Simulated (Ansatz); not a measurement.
Predict the output of the script below (the Ansatz DFT code, driven from Python).

Script `methods_hse.py`:
```python
# -*- coding: utf-8 -*-
'''One geometry of HSe, method by method.'''

from pathlib import Path
import warnings

import ansatz as az
import numpy as np

warnings.simplefilter('ignore', az.DeckWarning)

hse = (
    az.Crystal.molecule()
    .atom('H', (0.0, 0.0, 0.0))
    .atom('Se', (0.0, 0.0, 1.435))
)

setup = hse.calculation()
setup = setup.basis(gaussian='def2-SVP')
setup = setup.spin('collinear', total=1)
setup = setup.scf(lower_state_search='standard')

print('functional    E (Ha)        dipole (D)   HOMO (eV)  LUMO (eV)')
for name in ['hse06', 'pbe0', 'lda', 'hf', 'r2scan0']:
    rep = setup.functional(name).forces().orbitals().run(runs_dir='runs').report
    lines = Path(rep['orbitals_path']).read_text().splitlines()
    field_of = lambda key: [line.split('=')[1].strip() for line in lines if line.startswith(key)]
    orbitals = [(27.211386 * float(e), s, float(n)) for e, s, n in zip(field_of('Ene='), field_of('Spin='), field_of('Occup='))]
    homo = max(e for e, _, n in orbitals if n > 0.5)
    lumo = min(e for e, _, n in orbitals if n < 0.5)
    dipole = 4.803205 * np.linalg.norm(rep['charge_distribution']['dipole_moment_e_ang'])
    print(f'{name:10s} {rep["free_energy_ev"] / 27.211386246:14.6f} {dipole:9.3f} {homo:11.3f} {lumo:10.3f}')
```

```console
$ python methods_hse.py
functional    E (Ha)        dipole (D)   HOMO (eV)  LUMO (eV)
hse06        -2401.536281     0.743      -6.375     -4.658
pbe0         -2401.533212     0.742      -6.779     -4.274
lda          -2398.369167     0.763      -5.629     -5.832
hf           -2400.111384     0.779      -9.460      0.143
r2scan0      -2401.805262     0.784      -6.988     -4.025
```

These settings explore the input space; basis and method may be short of convergence. The geometry is a force-field or estimated start, not a minimum of this method, and the basis set is short of its limit. A lower total doesn't mark the better method: functionals have no common bound, and MP2 and coupled cluster aren't variational. The species is open-shell (spin multiplicity 2). Levels such as HOMO and LUMO are orbital energies: with these approximate functionals they aren't the ionisation energy and electron affinity, and their gap isn't the fundamental gap. hse06 follows the composition of plane-wave codes, whose totals differ by tens of mHa, up to about 0.1 Ha, from the form usual in Gaussian-basis programs (wpbeh). The whole script took 5.2 s on 1 thread of Arm Neoverse V1, on a shared host, peak memory 0.18 GiB.

(A comment or docstring line of the script was reworded after the run, the code is as it ran; lines on the test bed's own set-up are left out of the output.)
